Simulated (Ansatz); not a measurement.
# Si18ClO35: the cost of one run

Computed with Ansatz 0.2.0 (DFT, PBE, plane-wave PAW, default files, scalar-relativistic, as far as a step names no other, unless a step's input says otherwise).

**1. Starting point**

Symmetry: P1, No. 1, triclinic system. The conventional cell has a = 8.515 Å, b = 8.515 Å, c = 10.817 Å, α = 90.00°, β = 90.00°, γ = 120.00°. Si (site symmetry 1) has 1 Cl at 1.61 Å and 3 O at 1.61 Å as nearest neighbours. Si (site symmetry 1) is surrounded by 4 O at 1.61 Å. Only part of the 54 independent sites is listed.

Structure file:

```
Si Cl O
1.0
     7.37454    4.25769    0.00000
    -7.37454    4.25769    0.00000
     0.00000    0.00000   10.81680
Si Cl O
18 1 35
Direct
  0.15658 0.84342 0.33333
  0.15658 0.84342 0.83333
  0.48991 0.51009 0.33333
  0.48991 0.51009 0.83333
  0.82324 0.17676 0.33333
  0.82324 0.17676 0.83333
  0.15658 0.31315 0.16667
  0.15658 0.31315 0.66667
  0.48991 0.97982 0.16667
  0.48991 0.97982 0.66667
  0.82324 0.64649 0.16667
  0.82324 0.64649 0.66667
  0.35351 0.17676 0.00000
  0.35351 0.17676 0.50000
  0.68685 0.84342 0.00000
  0.68685 0.84342 0.50000
  0.02018 0.51009 0.00000
  0.02018 0.51009 0.50000
  0.22704 0.04054 0.39279
  0.22704 0.04054 0.89279
  0.56037 0.70721 0.39279
  0.56037 0.70721 0.89279
  0.89371 0.37387 0.39279
  0.89371 0.37387 0.89279
  0.29279 0.85317 0.22612
  0.29279 0.85317 0.72612
  0.62613 0.51983 0.22612
  0.62613 0.51983 0.72612
  0.95946 0.18650 0.22612
  0.95946 0.18650 0.72612
  0.48017 0.10629 0.05946
  0.48017 0.10629 0.55946
  0.81350 0.77296 0.05946
  0.81350 0.77296 0.55946
  0.14683 0.43963 0.05946
  0.14683 0.43963 0.55946
  0.22704 0.18650 0.10721
  0.22704 0.18650 0.60721
  0.56037 0.85317 0.10721
  0.56037 0.85317 0.60721
  0.89371 0.51983 0.10721
  0.89371 0.51983 0.60721
  0.29279 0.43963 0.27388
  0.29279 0.43963 0.77388
  0.62613 0.10629 0.27388
  0.62613 0.10629 0.77388
  0.95946 0.77296 0.27388
  0.95946 0.77296 0.77388
  0.48017 0.37387 0.44054
  0.48017 0.37387 0.94054
  0.81350 0.04054 0.44054
  0.81350 0.04054 0.94054
  0.14683 0.70721 0.44054
  0.14683 0.70721 0.94054
```

Atom 19 of the input is the impurity.

**2. First run, atoms as given**

File input.yaml:

```yaml
crystal:
  lattice:
    - [7.37454, 4.2576926541, 0.0]
    - [-7.37454, 4.2576926541, 0.0]
    - [0.0, 0.0, 10.8168]
  atoms:
    - { symbol: Si, position: [0.1565766667, 0.8434233333, 0.3333333334] }
    - { symbol: Si, position: [0.1565766667, 0.8434233333, 0.8333333334] }
    - { symbol: Si, position: [0.48991, 0.51009, 0.3333333334] }
    - { symbol: Si, position: [0.48991, 0.51009, 0.8333333334] }
    - { symbol: Si, position: [0.8232433333, 0.1767566667, 0.3333333334] }
    - { symbol: Si, position: [0.8232433333, 0.1767566667, 0.8333333334] }
    - { symbol: Si, position: [0.1565766667, 0.3131533333, 0.1666666666] }
    - { symbol: Si, position: [0.1565766667, 0.3131533333, 0.6666666666] }
    - { symbol: Si, position: [0.48991, 0.97982, 0.1666666666] }
    - { symbol: Si, position: [0.48991, 0.97982, 0.6666666666] }
    - { symbol: Si, position: [0.8232433333, 0.6464866667, 0.1666666666] }
    - { symbol: Si, position: [0.8232433333, 0.6464866667, 0.6666666666] }
    - { symbol: Si, position: [0.3535133333, 0.1767566667, 0.0] }
    - { symbol: Si, position: [0.3535133333, 0.1767566667, 0.5] }
    - { symbol: Si, position: [0.6868466667, 0.8434233333, 0.0] }
    - { symbol: Si, position: [0.6868466667, 0.8434233333, 0.5] }
    - { symbol: Si, position: [0.02018, 0.51009, 0.0] }
    - { symbol: Si, position: [0.02018, 0.51009, 0.5] }
    - { symbol: Cl, position: [0.22704, 0.04054, 0.39279] }
    - { symbol: O, position: [0.22704, 0.04054, 0.89279] }
    - { symbol: O, position: [0.5603733333, 0.7072066667, 0.39279] }
    - { symbol: O, position: [0.5603733333, 0.7072066667, 0.89279] }
    - { symbol: O, position: [0.8937066667, 0.3738733333, 0.39279] }
    - { symbol: O, position: [0.8937066667, 0.3738733333, 0.89279] }
    - { symbol: O, position: [0.2927933333, 0.8531666667, 0.2261233334] }
    - { symbol: O, position: [0.2927933333, 0.8531666667, 0.7261233334] }
    - { symbol: O, position: [0.6261266667, 0.5198333333, 0.2261233334] }
    - { symbol: O, position: [0.6261266667, 0.5198333333, 0.7261233334] }
    - { symbol: O, position: [0.95946, 0.1865, 0.2261233334] }
    - { symbol: O, position: [0.95946, 0.1865, 0.7261233334] }
    - { symbol: O, position: [0.4801666667, 0.1062933333, 0.0594566666] }
    - { symbol: O, position: [0.4801666667, 0.1062933333, 0.5594566666] }
    - { symbol: O, position: [0.8135, 0.77296, 0.0594566666] }
    - { symbol: O, position: [0.8135, 0.77296, 0.5594566666] }
    - { symbol: O, position: [0.1468333333, 0.4396266667, 0.0594566666] }
    - { symbol: O, position: [0.1468333333, 0.4396266667, 0.5594566666] }
    - { symbol: O, position: [0.22704, 0.1865, 0.10721] }
    - { symbol: O, position: [0.22704, 0.1865, 0.60721] }
    - { symbol: O, position: [0.5603733333, 0.8531666667, 0.10721] }
    - { symbol: O, position: [0.5603733333, 0.8531666667, 0.60721] }
    - { symbol: O, position: [0.8937066667, 0.5198333333, 0.10721] }
    - { symbol: O, position: [0.8937066667, 0.5198333333, 0.60721] }
    - { symbol: O, position: [0.2927933333, 0.4396266667, 0.2738766666] }
    - { symbol: O, position: [0.2927933333, 0.4396266667, 0.7738766666] }
    - { symbol: O, position: [0.6261266667, 0.1062933333, 0.2738766666] }
    - { symbol: O, position: [0.6261266667, 0.1062933333, 0.7738766666] }
    - { symbol: O, position: [0.95946, 0.77296, 0.2738766666] }
    - { symbol: O, position: [0.95946, 0.77296, 0.7738766666] }
    - { symbol: O, position: [0.4801666667, 0.3738733333, 0.4405433334] }
    - { symbol: O, position: [0.4801666667, 0.3738733333, 0.9405433334] }
    - { symbol: O, position: [0.8135, 0.04054, 0.4405433334] }
    - { symbol: O, position: [0.8135, 0.04054, 0.9405433334] }
    - { symbol: O, position: [0.1468333333, 0.7072066667, 0.4405433334] }
    - { symbol: O, position: [0.1468333333, 0.7072066667, 0.9405433334] }
total_charge: 1
kpoints:
  mp_grid: { grid: [3, 3, 2] }
scf:
  occupations: { method: fermi_dirac, width: 0.01 }
hamiltonian:
  xc: pbe
  pseudopotentials: { kind: paw }
output:
  forces: true
  stress: true
  populations: true
  efg:
    quadrupole_moments_barn: { Cl: -0.08112, O: -0.02558 }
    contact_densities: true
  write_density: true
  write_potential: true
  elf: true
  volumetric_format: npy
```

Started as:

```bash
$ ansatz run input.yaml --threads 4 --pin off --max-ram 8192MiB --backend cpu --events-out ev --progress --plain --runs-dir out
```

**Question.** How long does this run take on 4 threads of Arm Neoverse V1, shared host, and how much memory does it need?

About 88 s, with a peak of 3 GiB.
